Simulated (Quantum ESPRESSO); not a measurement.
Set up this calculation in Quantum ESPRESSO 7.5, as the native input.

| Item | Value |
| --- | --- |
| Task | single point |
| Functional | PBEsol |
| Potentials or basis | GBRV 1.5 PBEsol |
| Cutoff | 612 eV |
| Density cutoff | 4898 eV |
| k mesh | 18 × 18 × 18 |
| Occupations | methfessel-paxton, width 0.1 eV |
| Spin | no spin polarisation |
| Mixing beta | 0.5 |
| Most SCF iterations | 120 |
| SCF threshold | 2e-10 Ry |

Mo:

```xyz
1
Lattice="-1.5600 1.5600 1.5600 1.5600 -1.5600 1.5600 1.5600 1.5600 -1.5600" Properties=species:S:1:pos:R:3 pbc="T T T"
Mo    0.0000    0.0000    0.0000
```

The cell was built by a generator and needn't be a form met in nature.

The input as run:

pw.in

```
&CONTROL
  calculation = 'scf'
  prefix = 'pwscf'
  outdir = './tmp'
  pseudo_dir = './pseudo'
  tprnfor = .true.
  tstress = .true.
  disk_io = 'nowf'
/
&SYSTEM
  ibrav = 0
  nat = 1
  ntyp = 1
  ecutwfc = 45
  ecutrho = 360
  nbnd = 13
  occupations = 'smearing'
  smearing = 'mp'
  degauss = 0.00734986
/
&ELECTRONS
  conv_thr = 2d-10
  electron_maxstep = 120
  mixing_beta = 0.5
/
ATOMIC_SPECIES
Mo    95.9500 mo_pbesol_v1.uspp.F.UPF
CELL_PARAMETERS angstrom
  -1.5600000000    1.5600000000    1.5600000000
   1.5600000000   -1.5600000000    1.5600000000
   1.5600000000    1.5600000000   -1.5600000000
ATOMIC_POSITIONS crystal
Mo     0.0000000000    0.0000000000    0.0000000000
K_POINTS automatic
18 18 18 0 0 0
```

Potentials or basis: GBRV 1.5 PBEsol.

Command:

```bash
$ OMP_NUM_THREADS=1 pw.x -in pw.in > pw.out
```

Results of the run:

```
Pressure               : 1.6 GPa
Band gap on the k mesh : none (metal or under the smearing width)
```

Wall time 11 s on 1 thread of Intel(R) Xeon(R) 6975P-C (Granite Rapids) (shared host), peak memory 0.09 GiB.
